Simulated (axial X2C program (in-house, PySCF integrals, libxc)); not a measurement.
**HfH: properties at the nuclei**

Aim: properties at the nuclei of HfH, with spin–orbit coupling in the Hamiltonian from the start.

The runs use an in-house X2C program for linear molecules on PySCF integrals; two-component X2C with atomic mean-field terms, Hf dyall-acv3z, H dyall-av3z.

All values are calculated.

### Step 1. Set-up

task.json

```json
{
 "zs": [
  72,
  1
 ],
 "q": 0,
 "bas": [
  "dyall-acv3z",
  "dyall-av3z"
 ],
 "r0": 1.84,
 "levels": [
  "PBE0",
  "HF",
  "B3LYP"
 ],
 "nst": 1,
 "ff": 1,
 "thr": -3.5,
 "nmax": 130,
 "opt": {
  "ecut": 60
 }
}
```

Keys: zs atomic numbers; q charge; bas basis sets; r0 starting distance in Å; levels methods (HF also brings MP2); nst determinants followed; ff finite-field run; thr threshold in hartree for freezing inner shells (an s shell follows its p shell); nmax most natural virtual spinors; ecut virtual cutoff in hartree.

Launch:

```
$ python soeom.py task.json out
```

After this run come: Expectation values, lowest determinant; Finite-field coupled cluster.

Q: Predict the outcome of this session. Wanted: lowest determinant; Eeff magnitude; Ws magnitude Hf; A∥/gI Hf; qzz Hf (for each run or level that gives them).

**Answer**, as computed:

```
                       quantity                                    value
             lowest determinant  Ω = 3/2 (excess of +ω over −ω: ω = 3/2)
   Eeff magnitude (GV/cm), PBE0                                     16.8
    Ws magnitude Hf (kHz), PBE0                                     10.6
           A∥/gI Hf (MHz), PBE0                                      609
            qzz Hf (a.u.), PBE0                                    -3.49
Eeff magnitude (GV/cm), CCSD(T)                                     31.1
 Ws magnitude Hf (kHz), CCSD(T)                                     20.4
        A∥/gI Hf (MHz), CCSD(T)                                      700
         qzz Hf (a.u.), CCSD(T)                                    -5.15
```

In the first state, the effective field runs from 10.6 to 72.8 GV/cm over the mean-field levels, so the levels don't agree on it. The expectation values come from single determinants, which for open shells can mix terms of unlike spin or miss the lowest Ω, so a determinant need not be a state. Eeff is the effective electric field on the electron dipole moment in this Ω state and Ws the scalar–pseudoscalar constant (defined with the proton number Z and per Ω); A∥ is the parallel hyperfine constant, which follows by multiplying with the nuclear g factor gI = μI/(I μN); qzz is the electric field gradient, eQq0 = 234.96 MHz × Q/barn × qzz; μ is positive if H is the positive end. The operators were transformed with the bare-nucleus X2C matrices. Correlation of the inner shells is missing, which matters for properties at the nucleus.
